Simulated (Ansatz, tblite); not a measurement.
**Ga9Sb10 wurtzite ring sphere (Ga9Sb10H26+): removing and adding an electron**

What does removing or adding an electron cost or gain for Ga9Sb10 wurtzite ring sphere (Ga9Sb10H26+)? Each charged state is run at several levels.

Method: as each input shows; program: Ansatz 0.2.0, Gaussian basis.

The runs, in order: charge +2 doublet, at the geometry of the singlet (PBE0-D4/def2-TZVP, PBE-D4/def2-TZVP, B3LYP-D4/def2-TZVP); charge 0 doublet, at the geometry of the singlet (PBE0-D4/def2-TZVP, PBE-D4/def2-TZVP, B3LYP-D4/def2-TZVP); the starting singlet's energies come from earlier runs.

2 further runs of the same task are left out: 2 for a known fault of the program.

### Step 1. The structure

The geometry is that of the singlet, from an earlier relaxation (r2SCAN-D4/def2-SVP).

45 atoms, charge 1, spin multiplicity 1.

Atoms are counted from 1 here; the program's logs count them from 0.

Bond lengths: Sb1–Ga2 2.754 Å, Sb1–Ga5 2.645 Å, Sb1–H20 1.699 Å, Sb1–H21 1.698 Å, Ga2–Sb7 2.694 Å, Ga2–H22 1.556 Å, Ga2–H23 1.556 Å, Sb3–Ga4 2.710 Å, Sb3–Ga5 2.662 Å, Sb3–H24 1.700 Å, Sb3–H25 1.696 Å, Ga4–Sb9 2.710 Å, Ga4–H26 1.557 Å, Ga4–H27 1.552 Å, Ga5–Sb6 2.654 Å, Ga5–Sb14 2.631 Å, Sb6–Ga8 2.702 Å, Sb6–Ga10 2.654 Å and more. Angles: Ga2–Sb1–Ga5 118.9°, Ga2–Sb1–H20 114.5°, Ga2–Sb1–H21 114.3°, Ga5–Sb1–H20 105.1°, Ga5–Sb1–H21 104.1°, H20–Sb1–H21 97.2°, Sb1–Ga2–Sb7 95.6°, Sb1–Ga2–H22 103.6°, Sb1–Ga2–H23 103.6°, Sb7–Ga2–H22 109.2°, Sb7–Ga2–H23 109.5°, H22–Ga2–H23 129.5°, Ga4–Sb3–Ga5 126.7°, Ga4–Sb3–H24 106.8°, Ga4–Sb3–H25 112.8°, Ga5–Sb3–H24 104.5°, Ga5–Sb3–H25 104.8°, H24–Sb3–H25 97.1° and more.

Sb takes a core potential in the def2 sets. No spin-orbit coupling is included. The ion is computed in the gas phase, without counter-ions or solvent.

### Step 2. Charge +2 doublet at the fixed geometry, PBE0-D4/def2-TZVP

in.yaml reads:

```yaml
crystal:
  periodic: [false, false, false]
  atoms:
    - {symbol: Sb, position_ang: [0.677302, -4.515580, -0.141758]}
    - {symbol: Ga, position_ang: [0.701416, -4.763656, 2.600688]}
    - {symbol: Sb, position_ang: [0.677439, -2.015670, -3.869321]}
    - {symbol: Ga, position_ang: [-1.054550, -0.609720, -5.407295]}
    - {symbol: Ga, position_ang: [0.736699, -2.095750, -1.208853]}
    - {symbol: Sb, position_ang: [-1.352556, -0.781280, -0.233427]}
    - {symbol: Sb, position_ang: [0.769809, -2.118521, 3.105360]}
    - {symbol: Ga, position_ang: [-1.469167, -0.848062, 2.464891]}
    - {symbol: Sb, position_ang: [-1.404692, 1.593746, -3.869764]}
    - {symbol: Ga, position_ang: [-1.444871, 1.685191, -1.209233]}
    - {symbol: Sb, position_ang: [-3.570341, 2.843902, -0.142648]}
    - {symbol: Sb, position_ang: [-1.447769, 1.726320, 3.104876]}
    - {symbol: Ga, position_ang: [-3.771216, 2.992150, 2.599858]}
    - {symbol: Sb, position_ang: [2.810002, -0.722088, -0.351465]}
    - {symbol: Ga, position_ang: [3.002847, -0.940594, 2.310531]}
    - {symbol: Ga, position_ang: [2.684515, 1.548550, -1.796627]}
    - {symbol: Sb, position_ang: [0.781557, 2.793559, -0.351722]}
    - {symbol: Sb, position_ang: [2.756825, 1.589850, 3.127526]}
    - {symbol: Ga, position_ang: [0.689728, 3.069890, 2.310309]}
    - {symbol: H, position_ang: [-0.615951, -5.306747, -0.907939]}
    - {symbol: H, position_ang: [1.932412, -5.345801, -0.928896]}
    - {symbol: H, position_ang: [-0.717449, -5.310609, 2.930101]}
    - {symbol: H, position_ang: [2.095698, -5.386633, 2.898180]}
    - {symbol: H, position_ang: [0.543607, -3.642782, -4.341846]}
    - {symbol: H, position_ang: [2.294085, -1.794343, -4.332010]}
    - {symbol: H, position_ang: [-2.395140, -1.383124, -5.232832]}
    - {symbol: H, position_ang: [-0.305165, -0.177697, -6.696120]}
    - {symbol: H, position_ang: [-2.726571, -1.573903, -0.851434]}
    - {symbol: H, position_ang: [0.841837, -1.970310, 4.799556]}
    - {symbol: H, position_ang: [-2.767167, -1.596188, 2.906503]}
    - {symbol: H, position_ang: [-2.879519, 2.293432, -4.342933]}
    - {symbol: H, position_ang: [-0.402400, 2.881523, -4.332003]}
    - {symbol: H, position_ang: [-4.902057, 2.117137, -0.906730]}
    - {symbol: H, position_ang: [-3.663916, 4.344729, -0.931902]}
    - {symbol: H, position_ang: [-1.283851, 1.714708, 4.799105]}
    - {symbol: H, position_ang: [-4.955559, 2.039037, 2.931046]}
    - {symbol: H, position_ang: [-3.611065, 4.511269, 2.895258]}
    - {symbol: H, position_ang: [4.105682, -1.645516, -0.953245]}
    - {symbol: H, position_ang: [4.343405, -1.600235, 2.755188]}
    - {symbol: H, position_ang: [1.907859, 1.099974, -3.096897]}
    - {symbol: H, position_ang: [4.030773, 2.325251, -1.768091]}
    - {symbol: H, position_ang: [0.630134, 4.377295, -0.953778]}
    - {symbol: H, position_ang: [2.767326, 1.596400, 4.825140]}
    - {symbol: H, position_ang: [4.212317, 2.428945, 2.879302]}
    - {symbol: H, position_ang: [0.789795, 4.560654, 2.754848]}
basis:
  gaussian: {orbitals: def2-TZVP, fitting: {mean_field: def2-universal-jkfit}}
total_charge: 2
magnetization: {spin_polarized: true, initial_magnetization: 1}
hamiltonian: {xc: pbe0, dispersion: d4}
scf: {omitted_lower_state_checks: [starts]}
output: {orbitals: {seedname: orbitals}}
```

Launch:

```console
$ ansatz run in.yaml --threads 11 --pin off --events-out ev --progress --plain --max-ram 110592MiB --backend cuda --devices 0, --max-vram 75GiB
```

Log:

```text
Functional definition: PBE0
  name "PBE0"
  cite "Adamo & Barone, J. Chem. Phys. 110, 6158 (1999) doi:10.1063/1.478522"
  cite "Perdew, Burke & Ernzerhof, Phys. Rev. Lett. 77, 3865 (1996) doi:10.1103/PhysRevLett.77.3865"
  parent pbe
  parameter a = 0.25
  parameter kappa = 0.804
  parameter beta = 0.06672455060314922
  exchange = (1 - a)*pbe_x(kappa = kappa, mu = beta*pi^2/3) + a*exact_x
  correlation = pbe_c(beta = beta)
these checks for a lower state are left out or cut short: starts
5042 factors; integrals over basis functions are off by at most 6.9e-1 eV
mean field evaluation 1: about -537132.7389 eV, gradient 4.4e1 eV
mean field evaluation 2: about -537128.2307 eV, gradient 6.0e1 eV
mean field evaluation 4: about -537137.4022 eV, gradient 5.1e0 eV
mean field evaluation 8: about -537137.5234 eV, gradient 5.7e-1 eV
mean field evaluation 16: about -537137.5280 eV, gradient 8.6e-3 eV
mean field evaluation 32: about -537137.5280 eV, gradient 1.6e-5 eV
mean field -537137.52804940 eV, -19739.4400709222 hartree, gradient 1.6e-5 eV, S^2 0.755033; 0 other end points of the search recorded, 0 dependent functions left out
reference -537137.52814867 eV, -19739.4400745705 hartree; 267, 266 occupied and 821, 822 virtual orbitals, 5042 factors
Total energy: -537141.07278345 eV, -19739.5703374959 hartree
Checks for a lower state left out: starts
```

Wall time 22 s (1 × H100 with 11 threads of AMD EPYC 7R13, shared host); peak host memory 2 GiB.

From the report: HOMO -12.00 eV, LUMO -11.03 eV (over both spins); ⟨S²⟩ 0.755 (pure: 0.75).

### Step 3. Charge +2 doublet at the fixed geometry, PBE-D4/def2-TZVP

start.molden holds the orbitals of an earlier run on this state, given as this run's starting guess.

Changes to in.yaml since step 2:

```diff
@@ -49,6 +49,6 @@
 basis:
-  gaussian: {orbitals: def2-TZVP, fitting: {mean_field: def2-universal-jkfit}}
+  gaussian: {orbitals: def2-TZVP, fitting: {mean_field: def2-universal-jkfit}, initial_orbitals: start.molden}
 total_charge: 2
 magnetization: {spin_polarized: true, initial_magnetization: 1}
-hamiltonian: {xc: pbe0, dispersion: d4}
+hamiltonian: {xc: pbe, dispersion: d4}
 scf: {omitted_lower_state_checks: [starts]}
```

Launched as before.

Log:

```text
Functional definition: PBE
  name "PBE"
  cite "Perdew, Burke & Ernzerhof, Phys. Rev. Lett. 77, 3865 (1996) doi:10.1103/PhysRevLett.77.3865"
  parent pbe
  parameter kappa = 0.804
  parameter beta = 0.06672455060314922
  exchange = pbe_x(kappa = kappa, mu = beta*pi^2/3)
  correlation = pbe_c(beta = beta)
these checks for a lower state are left out or cut short: starts
5042 factors; integrals over basis functions are off by at most 6.9e-1 eV
mean field evaluation 1: about -537122.9202 eV, gradient 1.9e1 eV
mean field evaluation 2: about -537123.8279 eV, gradient 1.1e0 eV
mean field evaluation 4: about -537123.8541 eV, gradient 8.2e-2 eV
mean field evaluation 8: about -537123.8544 eV, gradient 2.5e-5 eV
mean field evaluation 16: about -537123.8544 eV, gradient 1.6e-6 eV
mean field -537123.85440329 eV, -19738.9375736960 hartree, gradient 1.6e-6 eV, S^2 0.751069; 0 other end points of the search recorded, 0 dependent functions left out
reference -537123.85453367 eV, -19738.9375784876 hartree; 267, 266 occupied and 821, 822 virtual orbitals, 5042 factors
Total energy: -537127.69988579 eV, -19739.0788925713 hartree
Checks for a lower state left out: starts
```

Wall time 12 s (1 × H100 with 11 threads of AMD EPYC 7R13, shared host); peak host memory 1.9 GiB.

HOMO -11.17 eV, LUMO -11.04 eV (over both spins); ⟨S²⟩ 0.751 (pure: 0.75).

### Step 4. Charge +2 doublet at the fixed geometry, B3LYP-D4/def2-TZVP

Changes to in.yaml since step 3:

```diff
@@ -52,3 +52,3 @@
 magnetization: {spin_polarized: true, initial_magnetization: 1}
-hamiltonian: {xc: pbe, dispersion: d4}
+hamiltonian: {xc: {name: B3LYP}, dispersion: d4}
 scf: {omitted_lower_state_checks: [starts]}
```

Launched as before.

Log, cut to the lines that bear on the results:

```text
Functional definition: B3LYP
  name "B3LYP"
  cite "Stephens, Devlin, Chabalowski & Frisch, J. Phys. Chem. 98, 11623 (1994) doi:10.1021/j100096a001"
  cite "Becke, Phys. Rev. A 38, 3098 (1988) doi:10.1103/PhysRevA.38.3098"
  cite "Lee, Yang & Parr, Phys. Rev. B 37, 785 (1988) doi:10.1103/PhysRevB.37.785"
  cite "Vosko, Wilk & Nusair, Can. J. Phys. 58, 1200 (1980) doi:10.1139/p80-159"
[...]
5042 factors; integrals over basis functions are off by at most 6.9e-1 eV
[...]
mean field -537231.03779511 eV, -19742.8764906940 hartree, gradient 1.7e-5 eV, S^2 0.753359; 0 other end points of the search recorded, 0 dependent functions left out
reference -537231.03853773 eV, -19742.8765179848 hartree; 267, 266 occupied and 821, 822 virtual orbitals, 5042 factors
Total energy: -537237.35784413 eV, -19743.1087482115 hartree
Checks for a lower state left out: starts
```

Run time: 22 s. Hardware: 1 × H100 with 11 threads of AMD EPYC 7R13, shared host; peak host memory 1.7 GiB.

Report: HOMO -11.83 eV, LUMO -11.06 eV (over both spins); ⟨S²⟩ 0.753 (pure: 0.75).

### Step 5. Vertical ionisation energy

Charged state less starting state, singlet to doublet; the starting state's energies are those of its earlier runs.

| level | vertical ionisation energy (eV) | time |
| --- | --- | --- |
| PBE-D4/def2-TZVP | +9.74 | 17 s |
| B3LYP-D4/def2-TZVP | +10.12 | 31 s |
| PBE0-D4/def2-TZVP | +10.15 | 35 s |

Times add the two runs; a level without a time comes out of a correlated run.

Beside −ε(HOMO) of the starting state:

| level | −ε(HOMO) (eV) | by difference (eV) | mismatch (eV) |
| --- | --- | --- | --- |
| PBE-D4/def2-TZVP | 8.29 | 9.74 | -1.45 |
| B3LYP-D4/def2-TZVP | 8.98 | 10.12 | -1.14 |
| PBE0-D4/def2-TZVP | 9.15 | 10.15 | -1.00 |

### Step 6. Charge 0 doublet at the fixed geometry, PBE0-D4/def2-TZVP

Changes to in.yaml since step 4:

```diff
@@ -49,6 +49,5 @@
 basis:
-  gaussian: {orbitals: def2-TZVP, fitting: {mean_field: def2-universal-jkfit}, initial_orbitals: start.molden}
-total_charge: 2
+  gaussian: {orbitals: def2-TZVP, fitting: {mean_field: def2-universal-jkfit}}
 magnetization: {spin_polarized: true, initial_magnetization: 1}
-hamiltonian: {xc: {name: B3LYP}, dispersion: d4}
+hamiltonian: {xc: pbe0, dispersion: d4}
 scf: {omitted_lower_state_checks: [starts]}
```

Same command.

Log, cut to the lines that bear on the results:

```text
Functional definition: PBE0
  name "PBE0"
  cite "Adamo & Barone, J. Chem. Phys. 110, 6158 (1999) doi:10.1063/1.478522"
  cite "Perdew, Burke & Ernzerhof, Phys. Rev. Lett. 77, 3865 (1996) doi:10.1103/PhysRevLett.77.3865"
  parent pbe
[...]
5042 factors; integrals over basis functions are off by at most 6.9e-1 eV
[...]
mean field -537151.34480874 eV, -19739.9478274627 hartree, gradient 9.6e-6 eV, S^2 0.752647; 0 other end points of the search recorded, 0 dependent functions left out
reference -537151.34490666 eV, -19739.9478310613 hartree; 268, 267 occupied and 820, 821 virtual orbitals, 5042 factors
Total energy: -537155.01229725 eV, -19740.0826051797 hartree
Checks for a lower state left out: starts
```

Wall time 24 s (1 × H100 with 11 threads of AMD EPYC 7R13, shared host); peak host memory 2 GiB.

HOMO -2.86 eV, LUMO -2.02 eV (over both spins); ⟨S²⟩ 0.753 (pure: 0.75).

### Step 7. Charge 0 doublet at the fixed geometry, PBE-D4/def2-TZVP

Changes to in.yaml since step 6:

```diff
@@ -49,5 +49,5 @@
 basis:
-  gaussian: {orbitals: def2-TZVP, fitting: {mean_field: def2-universal-jkfit}}
+  gaussian: {orbitals: def2-TZVP, fitting: {mean_field: def2-universal-jkfit}, initial_orbitals: start.molden}
 magnetization: {spin_polarized: true, initial_magnetization: 1}
-hamiltonian: {xc: pbe0, dispersion: d4}
+hamiltonian: {xc: pbe, dispersion: d4}
 scf: {omitted_lower_state_checks: [starts]}
```

The command is unchanged.

Log:

```text
Functional definition: PBE
  name "PBE"
  cite "Perdew, Burke & Ernzerhof, Phys. Rev. Lett. 77, 3865 (1996) doi:10.1103/PhysRevLett.77.3865"
  parent pbe
  parameter kappa = 0.804
  parameter beta = 0.06672455060314922
  exchange = pbe_x(kappa = kappa, mu = beta*pi^2/3)
  correlation = pbe_c(beta = beta)
these checks for a lower state are left out or cut short: starts
5042 factors; integrals over basis functions are off by at most 6.9e-1 eV
mean field evaluation 1: about -537136.5536 eV, gradient 1.9e1 eV
mean field evaluation 2: about -537137.4624 eV, gradient 1.0e0 eV
mean field evaluation 4: about -537137.4889 eV, gradient 8.4e-2 eV
mean field evaluation 8: about -537137.4895 eV, gradient 5.1e-5 eV
mean field evaluation 16: about -537137.4895 eV, gradient 3.8e-6 eV
mean field -537137.48948910 eV, -19739.4386538575 hartree, gradient 3.8e-6 eV, S^2 0.750880; 0 other end points of the search recorded, 0 dependent functions left out
reference -537137.48961951 eV, -19739.4386586499 hartree; 268, 267 occupied and 820, 821 virtual orbitals, 5042 factors
Total energy: -537141.46956821 eV, -19739.5849190671 hartree
Checks for a lower state left out: starts
```

Wall time 11 s (1 × H100 with 11 threads of AMD EPYC 7R13, shared host); peak host memory 1.9 GiB.

Report: HOMO -2.68 eV, LUMO -2.61 eV (over both spins); ⟨S²⟩ 0.751 (pure: 0.75).

### Step 8. Charge 0 doublet at the fixed geometry, B3LYP-D4/def2-TZVP

Changes to in.yaml since step 7:

```diff
@@ -51,3 +51,3 @@
 magnetization: {spin_polarized: true, initial_magnetization: 1}
-hamiltonian: {xc: pbe, dispersion: d4}
+hamiltonian: {xc: {name: B3LYP}, dispersion: d4}
 scf: {omitted_lower_state_checks: [starts]}
```

The command is unchanged.

Log, cut to the lines that bear on the results:

```text
Functional definition: B3LYP
  name "B3LYP"
  cite "Stephens, Devlin, Chabalowski & Frisch, J. Phys. Chem. 98, 11623 (1994) doi:10.1021/j100096a001"
  cite "Becke, Phys. Rev. A 38, 3098 (1988) doi:10.1103/PhysRevA.38.3098"
  cite "Lee, Yang & Parr, Phys. Rev. B 37, 785 (1988) doi:10.1103/PhysRevB.37.785"
  cite "Vosko, Wilk & Nusair, Can. J. Phys. 58, 1200 (1980) doi:10.1139/p80-159"
[...]
5042 factors; integrals over basis functions are off by at most 6.9e-1 eV
[...]
mean field -537244.85864316 eV, -19743.3843974916 hartree, gradient 7.3e-6 eV, S^2 0.751705; 0 other end points of the search recorded, 0 dependent functions left out
reference -537244.85939825 eV, -19743.3844252408 hartree; 268, 267 occupied and 820, 821 virtual orbitals, 5042 factors
Total energy: -537251.38794734 eV, -19743.6243449945 hartree
Checks for a lower state left out: starts
```

It took 24 s on 1 × H100 with 11 threads of AMD EPYC 7R13, shared host; peak host memory 2 GiB.

HOMO -2.83 eV, LUMO -2.19 eV (over both spins); ⟨S²⟩ 0.752 (pure: 0.75).

### Step 9. Vertical electron affinity

Starting state less charged state (positive: the electron is bound), singlet to doublet; the starting state's energies are those of its earlier runs.

| level | vertical electron affinity (eV) | time |
| --- | --- | --- |
| PBE-D4/def2-TZVP | +4.03 | 17 s |
| B3LYP-D4/def2-TZVP | +3.91 | 32 s |
| PBE0-D4/def2-TZVP | +3.79 | 37 s |

Times add the two runs; a level without a time comes out of a correlated run.

Beside −ε(LUMO) of the starting state:

| level | −ε(LUMO) (eV) | by difference (eV) | mismatch (eV) |
| --- | --- | --- | --- |
| PBE-D4/def2-TZVP | 5.25 | 4.03 | +1.23 |
| B3LYP-D4/def2-TZVP | 4.78 | 3.91 | +0.87 |
| PBE0-D4/def2-TZVP | 4.60 | 3.79 | +0.81 |

### Step 10. Summary of results

| quantity | value |
| --- | --- |
| vertical ionisation energy, functionals in def2-TZVP | 9.74 (PBE-D4) to 10.15 eV (PBE0-D4) |
| vertical electron affinity, functionals in def2-TZVP | 3.79 (PBE0-D4) to 4.03 eV (PBE-D4) |

In words: The vertical ionisation energy spans 9.74 to 10.15 eV over the functionals. −ε(HOMO) misses the level's own difference by -1.00 eV at best (PBE0-D4) and -1.45 eV at worst (PBE-D4). The vertical electron affinity spans 3.79 to 4.03 eV over the functionals. −ε(LUMO) misses the level's own difference by +0.81 eV at best (PBE0-D4) and +1.23 eV at worst (PBE-D4).
